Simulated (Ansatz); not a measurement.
Crystal: MoN2.

```
Mo N
1.0
     4.34805    0.00000    0.00000
     0.00000    4.34805    0.00000
     0.00000    0.00000    2.76746
Mo N
2 4
Direct
  0.00000 0.00000 0.00000
  0.50000 0.50000 0.00000
  0.61165 0.88835 0.50000
  0.38835 0.11165 0.50000
  0.11165 0.61165 0.50000
  0.88835 0.38835 0.50000
```

Measurements of this composition are mostly on another form, of space group No. 160.

```yaml
Program: Ansatz 0.2.0
Task: relaxation of cell and atoms
Functional: r2SCAN
Potentials_or_basis: Ansatz PAW
Cutoff: "500 eV (not typed: the program's choice for these potentials)"
k_mesh: 6 × 6 × 10
Occupations: fermi-dirac, width 0.05 eV
Spin: no spin polarisation
```

At the start: volume 8.72 Å³/atom.

Task: How do energy, volume and symmetry change on relaxing?

Result: It ends after 6 steps and the volume is 8.52 Å³/atom (-2.3 %); space group P4/mbm (No. 127, to 0.05 Å).

Step by step:
```tsv
step	energy change (eV)	largest force (eV/Å)	volume (Å³)
1	0.0000	0.0187	52.32
2	-0.0308	0.0476	50.93
3	-0.0318	0.0033	51.07
4	-0.0323	0.0153	51.11
5	-0.0323	0.0027	51.10
6	-0.0315	0.0027	51.10
```

Final structure:
```xyz
6
Lattice="4.3176 0.0000 0.0000 0.0000 4.3176 0.0000 0.0000 0.0000 2.7413" Properties=species:S:1:pos:R:3 pbc="T T T"
Mo    0.0000    0.0000    0.0000
Mo    2.1588    2.1588    0.0000
N     2.6434    3.8330    1.3706
N     1.6742    0.4846    1.3706
N     0.4846    2.6434    1.3706
N     3.8330    1.6742    1.3706
```

Caveat: the plane-wave basis is chosen anew once the cell has moved, so the energies of steps on either side of that aren't comparable; the PAW data sets come from PBE, with cores solved anew for the run's functional, which leaves a small shift of forces and pressure.
